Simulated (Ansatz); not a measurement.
# Ga₃H (triplet): wave-function methods side by side, cc-pVTZ

One table from this session's results is given with a row withheld; the runs are named, their logs left out.

Program: Ansatz 0.2.0, Gaussian basis. Level of theory: cc-pVTZ, core rule «outside noble gas», up to 42 orbitals frozen. These are calculated values, not measurements.

To be run: UHF; CCSD(T) on ROHF; CCSD(T) on UHF; BCCD(T) on ROHF; CCSDT(Q) on ROHF; CCSDT(Q) on UHF.

4 further runs of the same task are left out: 4 set aside as unsound or not needed. Runs told in other sessions of the task aren't counted.

## The geometry

The geometry is a PBE0/def2-TZVP stationary point (not a proven minimum) of the parent state, kept for this charge and spin. No spin-orbit coupling is included. The filled d shell of Ga may be among the frozen orbitals whatever the setting's name suggests.

4 atoms, charge 0, spin multiplicity 3.

Atoms are counted from 1 here; the program's logs count them from 0.

Bond lengths: Ga1–Ga2 2.697 Å, Ga2–Ga3 2.697 Å, Ga2–H4 1.627 Å. Angles: Ga1–Ga2–Ga3 148.6°, Ga1–Ga2–H4 105.7°, Ga3–Ga2–H4 105.7°.

The first run:

in.yaml reads:

```yaml
crystal:
  periodic: [false, false, false]
  atoms:
    - {symbol: Ga, position_ang: [0.000000, -0.253168, -2.596600]}
    - {symbol: Ga, position_ang: [0.000000, 0.475932, 0.000000]}
    - {symbol: Ga, position_ang: [0.000000, -0.253168, 2.596600]}
    - {symbol: H, position_ang: [0.000000, 2.103232, 0.000000]}
basis:
  gaussian: {orbitals: cc-pVTZ}
magnetization: {spin_polarized: true, initial_magnetization: 2}
hamiltonian: {xc: hf}
output: {orbitals: {seedname: orbitals}}
```

Started as:

```bash
$ ansatz run in.yaml --threads 1 --pin off --events-out ev --progress --plain --max-ram 2816MiB --backend cpu
```

Steps of the session up to this table: UHF; CCSD(T) on ROHF; CCSD(T) on UHF; BCCD(T) on ROHF; CCSDT(Q) on ROHF; CCSDT(Q) on UHF.

One table of the session follows, with a row left open; its other results are not shown here.

```
   method  from RCCSDT(Q) (meV)
     ROHF               +6016.4
      UHF               +5792.5
     RMP2               +1372.4
     UMP2               +1491.6
    RCCSD                +419.3
    UCCSD                +401.3
 RCCSD(T)                 +95.6
 UCCSD(T)                 +94.7
  BCCD(T)                     ?
   RCCSDT                 +31.5
   UCCSDT                 +23.0
RCCSDT(Q)                     0
UCCSDT(Q)                  -8.7
```

Estimate the missing values for BCCD(T).

The run gave: from RCCSDT(Q) (meV): +97.5. In the column «from RCCSDT(Q) (meV)» it lies between RCCSD(T) (+95.6) and UCCSD (+401.3).

Caveats from the session: Warnings: spin contamination; coupled cluster took another determinant than the lowest. Restricted and unrestricted rows rest on different reference determinants; a gap between their highest levels can come from leftover correlation error, from unlike frozen cores or from another state.
